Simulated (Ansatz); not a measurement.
# C₃H₁₀OSi: up Jacob's ladder to CCSD(T)

How much do the methods differ for C₃H₁₀OSi? The plan is to run it at one geometry with functionals of several rungs and with coupled cluster, and see how far each lands from CCSD(T) at the basis-set limit for the atomisation energy.

The runs use Ansatz 0.2.0, Gaussian basis; functionals in def2-TZVPP, the program's frozen cores in correlated methods.

The runs, in order: PBE-D4, r2SCAN-D4, PBE0-D4, B3LYP-D4, ωB97X-V, ωB97M-V, B2PLYP; CCSD(T)/def2-TZVPP; MP2/def2-QZVPP; extrapolation to the limit.

## Step 1: The geometry

All runs share one geometry, relaxed beforehand with PBE0-D4 in a triple-zeta def2 set.

SMILES `CCC[SiH2]O`, 15 atoms, charge 0, spin multiplicity 1.

Atoms are counted from 1 here; the program's logs count them from 0.

Bond lengths: C1–C2 1.520 Å, C1–H6 1.094 Å, C1–H7 1.092 Å, C1–H8 1.094 Å, C2–C3 1.529 Å, C2–H9 1.095 Å, C2–H10 1.096 Å, C3–Si4 1.872 Å, C3–H11 1.098 Å, C3–H12 1.096 Å, Si4–O5 1.654 Å, Si4–H13 1.484 Å, Si4–H14 1.492 Å, O5–H15 0.957 Å. Angles: C2–C1–H6 112.0°, C2–C1–H7 111.3°, C2–C1–H8 111.0°, H6–C1–H7 107.6°, H6–C1–H8 107.0°, H7–C1–H8 107.8°, C1–C2–C3 113.7°, C1–C2–H9 109.0°, C1–C2–H10 109.6°, C3–C2–H9 109.3°, C3–C2–H10 109.3°, H9–C2–H10 105.6°, C2–C3–Si4 115.7°, C2–C3–H11 110.2°, C2–C3–H12 109.8°, Si4–C3–H11 107.8°, Si4–C3–H12 106.8°, H11–C3–H12 106.0° and more.

## Step 2: PBE-D4 (GGA)

The input, in.yaml:

```yaml
crystal:
  periodic: [false, false, false]
  atoms:
    - {symbol: C, position_ang: [-1.373845, 0.114635, 1.134583]}
    - {symbol: C, position_ang: [0.127522, 0.350557, 1.159874]}
    - {symbol: C, position_ang: [0.913988, -0.589112, 0.245040]}
    - {symbol: Si, position_ang: [0.568872, -0.417745, -1.586892]}
    - {symbol: O, position_ang: [0.718032, 1.148034, -2.097218]}
    - {symbol: H, position_ang: [-1.797135, 0.275822, 0.138909]}
    - {symbol: H, position_ang: [-1.892022, 0.783565, 1.825358]}
    - {symbol: H, position_ang: [-1.614319, -0.912848, 1.421630]}
    - {symbol: H, position_ang: [0.488570, 0.241570, 2.188029]}
    - {symbol: H, position_ang: [0.341303, 1.388652, 0.881313]}
    - {symbol: H, position_ang: [0.727780, -1.634402, 0.525102]}
    - {symbol: H, position_ang: [1.989364, -0.427293, 0.381950]}
    - {symbol: H, position_ang: [1.576616, -1.188243, -2.357847]}
    - {symbol: H, position_ang: [-0.791972, -0.931243, -1.920482]}
    - {symbol: H, position_ang: [-0.004553, 1.747351, -1.909949]}
basis:
  gaussian: {orbitals: def2-TZVPP}
hamiltonian: {xc: pbe, dispersion: d4}
output: {forces: true, orbitals: {seedname: orbitals}}
```

Launch:

```bash
> ansatz run in.yaml --threads 4 --pin off --events-out ev --progress --plain --max-ram 10444MiB
```

After this run come: r2SCAN-D4 (meta-GGA); PBE0-D4 (hybrid); B3LYP-D4 (hybrid); ωB97X-V (range-separated); ωB97M-V (range-separated); B2PLYP (double hybrid); CCSD(T) in def2-TZVPP; MP2 in def2-QZVPP.

Q: Predict the results of all the runs planned. Wanted: atomisation energy, CCSD(T)/CBS; farthest; mean size of error, hybrid; mean size of error, range-separated; gap, smallest and largest; T1 diagnostic; triples share of the correlation energy.

**Answer**, as computed:

```
                               quantity                                           value
        atomisation energy, CCSD(T)/CBS                                 1355.4 kcal/mol
functionals within 6.8 kcal/mol (0.5 %)  r2SCAN-D4, PBE0-D4, B3LYP-D4, ωB97X-V, ωB97M-V
                               farthest                         B2PLYP (-16.3 kcal/mol)
             mean size of error, hybrid                                    3.3 kcal/mol
    mean size of error, range-separated                                    0.8 kcal/mol
              gap, smallest and largest            5.98 eV (PBE-D4), 12.54 eV (ωB97X-V)
                          T1 diagnostic                                          0.0099
triples share of the correlation energy                                           3.5 %
```

In words: PBE-D4 is off by +10.3 kcal/mol. Double hybrids carry the basis error of their MP2 part in triple zeta, and no dispersion term here, so their miss is partly the set-up's. The reference freezes the cores and leaves out relativity and excitations past (T), so misses under about 6.8 kcal/mol can't be ranked. Hartree-Fock recovers 75 % of the binding; the rest is correlation. Orbital gaps span 6.0 to 12.5 eV; exact exchange widens them.
